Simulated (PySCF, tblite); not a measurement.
# C₅H₁₄GeO: geometry, infrared bands, NMR shifts, electronic excitations and core binding energies, part 2 of 2

tblite 0.8.0 and PySCF 2.14.0. Atoms count from 0. Earlier steps stand in the parts before.

## Step 7: NMR shieldings: B3LYP/pcSseg-1

The job: settings as JSON, then the geometry in Å.

```
{"job": {"kind": "nmr", "xc": "B3LYP", "basis": "pcSseg-1", "pop": false}, "charge": 0, "multiplicity": 1}
C     -1.176924     1.315998    -0.422622
C     -0.867901    -0.069928     0.144359
C     -1.786607    -0.370904     1.327705
C     -1.046203    -1.130071    -0.942944
C      0.579085    -0.099696     0.645652
O      1.467272     0.169161    -0.406490
Ge     3.223199     0.221763    -0.100961
H     -1.078899     2.092492     0.353533
H     -0.481966     1.562038    -1.238326
H     -2.205015     1.359436    -0.815243
H     -1.580763    -1.366021     1.754431
H     -1.666339     0.374277     2.130815
H     -2.841941    -0.354813     1.013653
H     -0.846967    -2.139659    -0.548107
H     -2.074551    -1.118704    -1.337194
H     -0.351779    -0.948411    -1.775892
H      0.690442     0.646098     1.460788
H      0.781495    -1.096670     1.090838
H      3.845896     0.553706    -1.461537
H      3.519103     1.312543     0.949746
H      3.685636    -1.154350     0.422576
```

Method: GIAO B3LYP/pcSseg-1 NMR shielding, non-relativistic, gas phase.

Output:

```text
coarse grid: 73104 points
cycle   1  E = -2350.8198933154  dE = -2.105e-01  |g| = 1.233e+00  |ddm| = 3.908e+00
cycle   2  E = -2350.3520027761  dE =  4.679e-01  |g| = 1.953e+00  |ddm| = 2.474e+00
cycle   3  E = -2350.9794443121  dE = -6.274e-01  |g| = 3.987e-01  |ddm| = 2.077e+00
cycle   4  E = -2351.0070070986  dE = -2.756e-02  |g| = 8.805e-02  |ddm| = 3.587e-01
cycle   5  E = -2351.0080729488  dE = -1.066e-03  |g| = 2.070e-02  |ddm| = 8.919e-02
cycle   6  E = -2351.0081639532  dE = -9.100e-05  |g| = 7.827e-03  |ddm| = 2.721e-02
cycle   7  E = -2351.0081772389  dE = -1.329e-05  |g| = 1.009e-03  |ddm| = 7.311e-03
cycle   8  E = -2351.0081774909  dE = -2.521e-07  |g| = 1.676e-04  |ddm| = 1.373e-03
final grid: 155496 points
cycle   9  E = -2351.0082357361  dE = -1.650e-07  |g| = 1.693e-04  |ddm| = 3.378e-03
cycle  10  E = -2351.0082357349  dE =  1.265e-09  |g| = 1.902e-04  |ddm| = 3.372e-04
cycle  11  E = -2351.0082357430  dE = -8.101e-09  |g| = 2.490e-05  |ddm| = 1.562e-04
cycle  12  E = -2351.0082357431  dE = -1.164e-10  |g| = 1.042e-05  |ddm| = 3.098e-05
converged SCF energy = -2351.0082357431

GIAO shielding tensors (ppm)
atom      isotropic    diamagn.    paramagn.     s11        s22        s33       span
  0 C      151.666     246.959     -95.292    130.139    144.703    180.157     50.018
  1 C      143.670     243.627     -99.958    138.695    140.479    151.835     13.141
  2 C      149.932     246.379     -96.447    130.902    135.968    182.926     52.025
  3 C      151.581     246.969     -95.387    129.985    144.661    180.098     50.113
  4 C       97.011     246.295    -149.285     69.660     86.585    134.787     65.127
  5 O      307.702     404.306     -96.603    276.817    308.038    338.252     61.435
  6 Ge    1378.249    2754.742   -1376.493   1248.212   1266.671   1619.863    371.651
  7 H       30.820      31.528      -0.708     27.503     27.971     36.986      9.482
  8 H       29.633      31.578      -1.945     25.022     29.600     34.276      9.254
  9 H       30.724      31.104      -0.380     27.095     28.544     36.534      9.439
 10 H       30.678      30.757      -0.079     27.009     28.255     36.771      9.762
 11 H       30.682      30.759      -0.076     27.003     28.271     36.773      9.769
 12 H       30.429      30.182       0.247     27.027     27.858     36.402      9.375
 13 H       30.818      31.543      -0.725     27.494     27.970     36.988      9.494
 14 H       30.721      31.116      -0.395     27.102     28.533     36.528      9.427
 15 H       29.629      31.576      -1.947     25.027     29.574     34.287      9.260
 16 H       28.189      33.490      -5.301     23.166     29.622     31.780      8.615
 17 H       28.168      33.461      -5.293     23.160     29.590     31.755      8.596
 18 H       26.449      28.081      -1.632     19.836     22.420     37.093     17.257
 19 H       26.450      28.114      -1.665     20.172     22.591     36.586     16.414
 20 H       26.439      28.092      -1.653     20.146     22.550     36.622     16.477
```

It took 44 s on 1 thread of Arm Neoverse V1, shared host; peak memory 0.98 GiB.

In short: δ C4 82.2, C1 35.6, C0 28.2, O5 26.3, H18 4.94, H16 3.20 ppm (means over like atoms).

## Step 8: X-ray photoelectron lines: SCAN, X2C

Same as in step 7 but for these lines:

```diff
@@ -1,2 +1,2 @@
-{"job": {"kind": "nmr", "xc": "B3LYP", "basis": "pcSseg-1", "pop": false}, "charge": 0, "multiplicity": 1}
+{"job": {"kind": "xps"}, "charge": 0, "multiplicity": 1}
 C     -1.176924     1.315998    -0.422622
```

Level: delta-SCF UKS SCAN, pcX-2 on the ionised atom, pcseg-1 elsewhere, spin-free X2C.

Output:

```text
ground state, core basis on atom 0 (C), 212 functions
  cycle   1  E = -2367.94898932  |g| = 7.95e-01
  cycle   2  E = -2367.45567376  |g| = 1.69e+00
  cycle   3  E = -2368.07983327  |g| = 2.69e-01
  cycle   4  E = -2368.09575331  |g| = 7.29e-02
  cycle   5  E = -2368.09691630  |g| = 2.37e-02
  cycle   6  E = -2368.09704542  |g| = 7.44e-03
  cycle   7  E = -2368.09706079  |g| = 1.09e-03
  cycle   8  E = -2368.09706086  |g| = 5.63e-04
  cycle   9  E = -2368.09706157  |g| = 9.79e-05
  E(ground) = -2368.24453218 Eh
hole in C 1s of atom 0
  cycle   1  E = -2356.87349224  |g| = 1.51e+00
  cycle   2  E = -2356.25858088  |g| = 1.78e+00
  cycle   3  E = -2357.39650615  |g| = 3.19e-01
  cycle   4  E = -2357.43393904  |g| = 9.41e-02
  cycle   5  E = -2357.43708728  |g| = 4.68e-02
  cycle   6  E = -2357.43784929  |g| = 2.04e-02
  cycle   7  E = -2357.43798963  |g| = 7.84e-03
  cycle   8  E = -2357.43801498  |g| = 1.56e-03
  cycle   9  E = -2357.43801780  |g| = 7.24e-04
  cycle  10  E = -2357.43801875  |g| = 4.03e-04
  E(ion) = -2357.58465253 Eh   <S^2> = 0.7673   hole on atom = 1.000   binding energy = 290.070 eV
ground state, core basis on atom 1 (C), 212 functions
  cycle   1  E = -2368.09880424  |g| = 5.99e-02
  cycle   2  E = -2368.09874232  |g| = 2.68e-02
  cycle   3  E = -2368.09881367  |g| = 2.10e-02
  cycle   4  E = -2368.09892446  |g| = 4.26e-03
  cycle   5  E = -2368.09892648  |g| = 6.77e-04
  cycle   6  E = -2368.09892930  |g| = 1.36e-04
  E(ground) = -2368.24648042 Eh
hole in C 1s of atom 1
  cycle   1  E = -2356.84642335  |g| = 1.53e+00
  cycle   2  E = -2355.76408442  |g| = 2.13e+00
  cycle   3  E = -2357.37028154  |g| = 3.77e-01
  cycle   4  E = -2357.41591398  |g| = 1.85e-01
  cycle   5  E = -2357.42558741  |g| = 9.51e-02
  cycle   6  E = -2357.42900868  |g| = 1.28e-02
  cycle   7  E = -2357.42906962  |g| = 7.85e-03
  cycle   8  E = -2357.42910128  |g| = 2.09e-03
  cycle   9  E = -2357.42910724  |g| = 1.11e-03
  cycle  10  E = -2357.42910684  |g| = 4.22e-04
  E(ion) = -2357.57543950 Eh   <S^2> = 0.7703   hole on atom = 1.000   binding energy = 290.374 eV
ground state, core basis on atom 4 (C), 212 functions
  cycle   1  E = -2368.09938891  |g| = 5.75e-02
  cycle   2  E = -2368.09937396  |g| = 1.72e-02
  cycle   3  E = -2368.09937149  |g| = 1.74e-02
  cycle   4  E = -2368.09944645  |g| = 1.53e-03
  cycle   5  E = -2368.09944775  |g| = 4.52e-04
  E(ground) = -2368.24622873 Eh
hole in C 1s of atom 4
  cycle   1  E = -2356.81225522  |g| = 1.51e+00
  cycle   2  E = -2355.53302250  |g| = 2.20e+00
  cycle   3  E = -2357.32307388  |g| = 3.66e-01
  cycle   4  E = -2357.37398883  |g| = 1.29e-01
  cycle   5  E = -2357.37969039  |g| = 7.51e-02
  cycle   6  E = -2357.38167388  |g| = 2.32e-02
  cycle   7  E = -2357.38188957  |g| = 8.10e-03
  cycle   8  E = -2357.38192519  |g| = 2.93e-03
  cycle   9  E = -2357.38193125  |g| = 1.50e-03
  cycle  10  E = -2357.38193461  |g| = 8.63e-04
  cycle  11  E = -2357.38193540  |g| = 2.10e-04
  E(ion) = -2357.52779088 Eh   <S^2> = 0.7724   hole on atom = 1.000   binding energy = 291.664 eV
ground state, core basis on atom 5 (O), 212 functions
  cycle   1  E = -2368.12802527  |g| = 1.02e-01
  cycle   2  E = -2368.12645931  |g| = 1.04e-01
  cycle   3  E = -2368.12773664  |g| = 6.40e-02
  cycle   4  E = -2368.12846927  |g| = 6.23e-03
  cycle   5  E = -2368.12847789  |g| = 1.10e-03
  cycle   6  E = -2368.12847984  |g| = 1.93e-04
  E(ground) = -2368.27394241 Eh
hole in O 1s of atom 5
  cycle   1  E = -2347.53565580  |g| = 2.24e+00
  cycle   2  E = -2346.81801677  |g| = 2.36e+00
  cycle   3  E = -2348.29652065  |g| = 4.81e-01
  cycle   4  E = -2348.35736386  |g| = 2.12e-01
  cycle   5  E = -2348.37953443  |g| = 6.12e-02
  cycle   6  E = -2348.38118510  |g| = 1.04e-02
  cycle   7  E = -2348.38122918  |g| = 4.93e-03
  cycle   8  E = -2348.38123908  |g| = 1.65e-03
  cycle   9  E = -2348.38124142  |g| = 4.91e-04
  E(ion) = -2348.52774780 Eh   <S^2> = 0.7636   hole on atom = 1.000   binding energy = 537.321 eV
```

Run time: 97 s. Hardware: 1 thread of Arm Neoverse V1, shared host; peak memory 0.72 GiB.

Binding energies by hole, beside the orbital energy of the ground state; the difference holds orbital relaxation and, for a density functional, its self-interaction error:

```csv
hole,stands for,environment,ΔSCF (eV),−ε (eV),⟨S²⟩
C1s on C0,"C0, C2, C3",methyl carbon,290.07,273.1,0.767
C1s on C1,C1,quaternary sp3 carbon,290.37,273.8,0.770
C1s on C4,C4,sp3 CH2 bonded to O,291.66,274.8,0.772
O1s on O5,O5,"oxygen bonded to C, Ge",537.32,516.3,0.764
```

Each hole run stands for the others of its class of like atoms.

## Step 9: Run by run: NMR shifts

Shifts (ppm) of some atoms, chosen among heavy atoms and hydrogens apart, means over like atoms, with basis size and wall time:

```
           run    C4    C1    C0   H18   H16    O5  Ge6  functions  time
 PBE0/pcSseg-1  80.3  33.8  27.5  4.96  3.16  17.1  -73        213  71 s
B3LYP/pcSseg-1  82.2  35.6  28.2  4.94  3.20  26.3  -86        213  44 s
```

## Step 10: Summary of results

The summary covers parts 1 to 2.

```
                                                               quantity                               value
                              strongest single infrared mode (GFN2-xTB)               1971 cm⁻¹, 535 km/mol
                                           zero-point energy (GFN2-xTB)                      108.9 kcal/mol
                                                            point group                                  Cs
                                   rotational constants (main isotopes)                4.10, 0.67, 0.67 GHz
13C shifts against TMS (PBE0/pcSseg-1, means over atoms taken as alike)                80.3, 33.8, 27.5 ppm
 1H shifts against TMS (PBE0/pcSseg-1, means over atoms taken as alike)                4.96, 3.16, 0.90 ppm
                                 17O shifts against H2O (PBE0/pcSseg-1)                            17.1 ppm
                              73Ge shifts against GeMe4 (PBE0/pcSseg-1)                             -73 ppm
                                  surface potential, 1st and 99th percentile                  -1.10 V and 1.18 V
                                     lowest singlet (wB97X-D/def2-SVPD)         6.73 eV (184 nm), f = 0.000
                               brightest single state of those computed         state 9, 8.73 eV, f = 0.144
                                                         lowest triplet                             6.43 eV
                                      vertical ionisation energy (ΔSCF)                             9.77 eV
                                       C1s binding energies, SCAN/pcX-2  C4 291.66, C1 290.37, C0 290.07 eV
                                       O1s binding energies, SCAN/pcX-2                        O5 537.32 eV
                                              range of the shift of Ge6                      -86 to -73 ppm
```

In words: Over 61 steps the energy fell by 0.324 eV; of the close pairs, O5–Ge6 changed most, 1.806 to 1.739 Å (GFN2-xTB). No mode is imaginary among the 57: a minimum at this level. The strongest single mode, at 1971 cm⁻¹, moves mainly H19 and H20. Unscaled tight-binding wavenumbers are off by several per cent, some by more. Its intensities can rank the bands wrongly. Over 7 steps the energy fell by 0.210 eV; of the close pairs, Ge6–H18 changed most, 1.480 to 1.533 Å (PBE0/def2-SVP). C4 (sp3 CH2 bonded to O) lies farthest downfield among carbon, at 80.3 ppm; deshielded by the electronegative neighbour. The first singlet state (HOMO→LUMO 0.83, HOMO→LUMO+1 0.08) lies at 6.73 eV and is dark; of the 10 states computed, the strongest absorption comes from state 9 at 8.73 eV. The lowest triplet lies 0.30 eV below the lowest singlet (triplets in Tamm-Dancoff, singlets in full TDDFT). The orbital energy would give 9.62 eV for ionisation, ΔSCF gives 9.77 eV. The C1s levels kept as sound span 1.59 eV, from C0 (methyl carbon) up to C4 (sp3 CH2 bonded to O). Across the 2 runs the shift of Ge6 moves most, between -86 (B3LYP/pcSseg-1) and -73 ppm (PBE0/pcSseg-1). Spin-orbit coupling is left out, which matters for shieldings and couplings at and beside the heavy atoms.
